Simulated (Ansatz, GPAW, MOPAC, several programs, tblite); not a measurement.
**GeSO (a single layer) from cheap methods to r2SCAN**

How much accuracy does each second buy? GeSO as a single layer in vacuum is computed with 8 methods, from the cheapest up to r2SCAN.

Computed with MOPAC, tblite, GPAW, Ansatz (versions at each run) (no spin polarisation, static lattice; gaps from single points on the cell relaxed beforehand with r²SCAN, unless a step's input says otherwise).

## 1. The starting structure

It takes space group P3m1 (No. 156, trigonal). The conventional cell has a = 3.088 Å, b = 3.088 Å, c = 29.014 Å, α = 90.00°, β = 90.00°, γ = 120.00°. Around Ge (site symmetry 3m) lie 3 O at 2.07 Å and 3 S at 2.38 Å. Around O (site symmetry 3m) lie 3 Ge at 2.07 Å. S (site symmetry 3m) has 3 Ge at 2.38 Å as nearest neighbours.

Structure file:

```xyz
3
Lattice="3.0885 0.0000 0.0000 -1.5442 2.6747 0.0000 0.0000 0.0000 29.0143" Properties=species:S:1:pos:R:3 pbc="T T T"
Ge    0.0000    1.7831    9.1729
O     1.5442    0.8916   10.2253
S     1.5442    0.8916    7.6018
```

The cell holds a single layer (2H monolayer (Janus)) with vacuum along c; the form is built, and need not be the compound's stable one.

**Question.** The methods are PM6, PM7, GFN1-xTB (tblite), GFN2-xTB (tblite), PBE/single-zeta, coarse PBE, PBE, r2SCAN. What gap does r2SCAN give on this cell, and which other methods (full PBE left aside) come nearest to r2SCAN and farthest in gap?

| quantity | value |
| --- | --- |
| r2SCAN | no gap |
| gap: nearest and farthest of the other methods | PBE/single-zeta, coarse PBE (about 0.00 eV off); PM6 (+5.19 eV) |

**Reading.** For the gap (full PBE left aside), PBE/single-zeta, coarse PBE tie for nearest to r2SCAN; PM6 is farthest. A minimal basis or a coarse cutoff and mesh shifts results by its own error, so closeness to r2SCAN can be chance. Cluster runs see only the k-points that fold onto the zone centre, so their gaps can miss the band edges. Overlaps count as a gap of zero in the misses; they are PBE/single-zeta -0.16, coarse PBE -0.17, PBE -0.16, r2SCAN -0.03 eV. CPU times run from 1.4 s (GFN1-xTB (tblite)) to 23 s (r2SCAN). PM6, PM7, GFN1-xTB (tblite), GFN2-xTB (tblite) disagree with r2SCAN even on whether there is a gap. Semilocal functionals can close a small real gap, so r2SCAN's «no gap» may be its own error. r2SCAN is a yardstick, not the truth.
